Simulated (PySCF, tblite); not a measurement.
**C7H10F2: geometry, infrared bands and NMR shifts**

What infrared bands and NMR shifts should C7H10F2 (`FC[C@@H]1C=CCC[C@@H]1F`) show?

Programs: tblite 0.8.0 and PySCF 2.14.0, with density-fitted response routines of our own. Each step states its level of theory. These are calculated values for one molecule in the gas phase, unless marked as measured. Atoms count from 0, in the outputs and in this text.

**1. The molecule as given**

19 atoms, charge 0, multiplicity 1; geometry from: force field or distance geometry start.

Bonds of the start (Å): F0–C1 1.36, C1–C2 1.51, C2–C3 1.53, C3–C4 1.35, C4–C5 1.50, C5–C6 1.53, C6–C7 1.53, C7–F8 1.36, C7–C2 1.53, C1–H9 1.10, C1–H10 1.10, C2–H11 1.10, C3–H12 1.08, C4–H13 1.08, C5–H14 1.10, C5–H15 1.09, C6–H16 1.10, C6–H17 1.09, C7–H18 1.09.

**2. Relaxing the molecule with GFN2-xTB**

What the job is given:

```
{"job": {"kind": "relax", "xc": "GFN2-xTB", "basis": "xTB"}, "charge": 0, "multiplicity": 1}
F      3.099000     1.009800    -0.264100
C      2.307200     0.021100     0.237800
C      0.935000     0.086600    -0.386000
C      0.209800     1.376800    -0.016800
C     -1.076900     1.405300     0.376500
C     -1.955900     0.189500     0.425200
C     -1.362800    -1.003800    -0.326000
C      0.128600    -1.163800    -0.023500
F      0.269900    -1.439300     1.303800
H      2.802500    -0.933400     0.022000
H      2.275300     0.140400     1.332900
H      1.046900     0.124500    -1.478000
H      0.779500     2.294900    -0.042600
H     -1.520400     2.356000     0.648800
H     -2.115000    -0.062300     1.482600
H     -2.935400     0.429200     0.015100
H     -1.903500    -1.908900    -0.021500
H     -1.512400    -0.881600    -1.401500
H      0.518800    -2.031700    -0.562400
```

On the command line:

```sh
OMP_NUM_THREADS=1 python probes_run.py task.json out
```

This one command runs all jobs of the session in turn.

**Question.** This job is followed by: GFN2-xTB harmonic vibrations, gas phase; GIAO PBE0/pcSseg-1 NMR shielding, non-relativistic, gas phase. Predict these results of the whole session: strongest single infrared mode (GFN2-xTB); zero-point energy (GFN2-xTB); ¹³C shifts against TMS (PBE0/pcSseg-1); ¹H shifts against TMS (PBE0/pcSseg-1); ¹⁹F shifts against CFCl3 (PBE0/pcSseg-1); surface potential, 1st and 99th percentile.

The runs gave:

| quantity | value |
| --- | --- |
| strongest single infrared mode (GFN2-xTB) | 1064 cm⁻¹, 67 km/mol |
| zero-point energy (GFN2-xTB) | 97.4 kcal/mol |
| ¹³C shifts against TMS (PBE0/pcSseg-1) | 135.0, 132.5, 90.8, 89.0, 45.3, 31.0, 24.2 ppm |
| ¹H shifts against TMS (PBE0/pcSseg-1) | 6.23, 6.22, 5.07, 5.00, 4.76, 2.61, 2.50, 2.14, 2.08, 1.49 ppm |
| ¹⁹F shifts against CFCl3 (PBE0/pcSseg-1) | -238.7, -260.6 ppm |
| surface potential, 1st and 99th percentile | -1.06 V and 0.96 V |

What this shows: Over 36 steps the energy fell by 0.081 eV; of the close pairs, C3–C4 changed most, 1.346 to 1.321 Å. No mode is imaginary among the 51: a minimum at this level. The strongest single mode, at 1064 cm⁻¹, is spread over many atoms; the largest shares are those of C7, C1. Unscaled tight-binding wavenumbers are off by several per cent, some by more. Its intensities can rank the bands wrongly.
